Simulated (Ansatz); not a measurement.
# CH₃AlClFO: small, medium and large basis sets

An exercise on one series of results from a longer session: the logs are not shown, and one member is left open.

Method: one geometry, several basis sets; program: Ansatz 0.2.0, Gaussian basis.

The runs, in order: PBE0-D4/def2-SVP; ωB97M-V/def2-SVP; PBE0-D4/def2-QZVPP; ωB97M-V/def2-QZVPP; the functionals' def2-TZVPP values are taken from earlier runs.

### Structure used throughout

An earlier PBE0-D4 in a triple-zeta def2 set relaxation fixed the geometry.

SMILES `C[O][Al]([F])[Cl]`, 8 atoms, charge 0, spin multiplicity 1.

Atoms are counted from 1 here; the program's logs count them from 0.

Bond lengths: C1–O2 1.402 Å, C1–H6 1.094 Å, C1–H7 1.094 Å, C1–H8 1.096 Å, O2–Al3 1.663 Å, Al3–F4 1.635 Å, Al3–Cl5 2.077 Å. Angles: O2–C1–H6 109.7°, O2–C1–H7 109.7°, O2–C1–H8 112.4°, H6–C1–H7 108.2°, H6–C1–H8 108.4°, H7–C1–H8 108.4°, C1–O2–Al3 136.1°, O2–Al3–F4 119.1°, O2–Al3–Cl5 121.9°, F4–Al3–Cl5 119.0°.

As a file:

```xyz
8
charge 0, multiplicity 1
C    -0.6235   -0.3344    1.0856
O     0.3090   -0.6036    0.0742
Al    0.8687    0.1814   -1.2807
F     2.0095   -0.5389   -2.2035
Cl    0.1596    2.0522   -1.8368
H    -0.1254   -0.3474    2.0591
H    -1.3982   -1.1064    1.0879
H    -1.1075    0.6402    0.9583
```

Set-up of the first run:

in.yaml reads:

```yaml
crystal:
  periodic: [false, false, false]
  atoms:
    - {symbol: C, position_ang: [-0.623540, -0.334379, 1.085592]}
    - {symbol: O, position_ang: [0.308977, -0.603639, 0.074245]}
    - {symbol: Al, position_ang: [0.868652, 0.181363, -1.280660]}
    - {symbol: F, position_ang: [2.009498, -0.538886, -2.203503]}
    - {symbol: Cl, position_ang: [0.159630, 2.052174, -1.836767]}
    - {symbol: H, position_ang: [-0.125382, -0.347433, 2.059099]}
    - {symbol: H, position_ang: [-1.398213, -1.106361, 1.087907]}
    - {symbol: H, position_ang: [-1.107522, 0.640160, 0.958287]}
basis:
  gaussian: {orbitals: def2-SVP}
hamiltonian: {xc: pbe0, dispersion: d4}
output: {orbitals: {seedname: orbitals}}
```

Among the steps run: PBE0-D4 in def2-SVP; ωB97M-V in def2-SVP; PBE0-D4 in def2-QZVPP; ωB97M-V in def2-QZVPP.

One of the session's tables, all rows but one given; the rest of the session is left out.

It belongs to the step «Functionals by basis». 

| functional | basis | HOMO (eV) |
| --- | --- | --- |
| PBE0-D4 | def2-SVP | -8.57 |
| PBE0-D4 | def2-TZVPP | -8.71 |
| PBE0-D4 | def2-QZVPP | -8.74 |
| ωB97M-V | def2-SVP | -10.95 |
| ωB97M-V | def2-TZVPP | -11.11 |
| ωB97M-V | def2-QZVPP | ? |

Q: Estimate the row for ωB97M-V, def2-QZVPP from the others.

The run gave: HOMO (eV): -11.15. In the column «HOMO (eV)» it is the lowest.
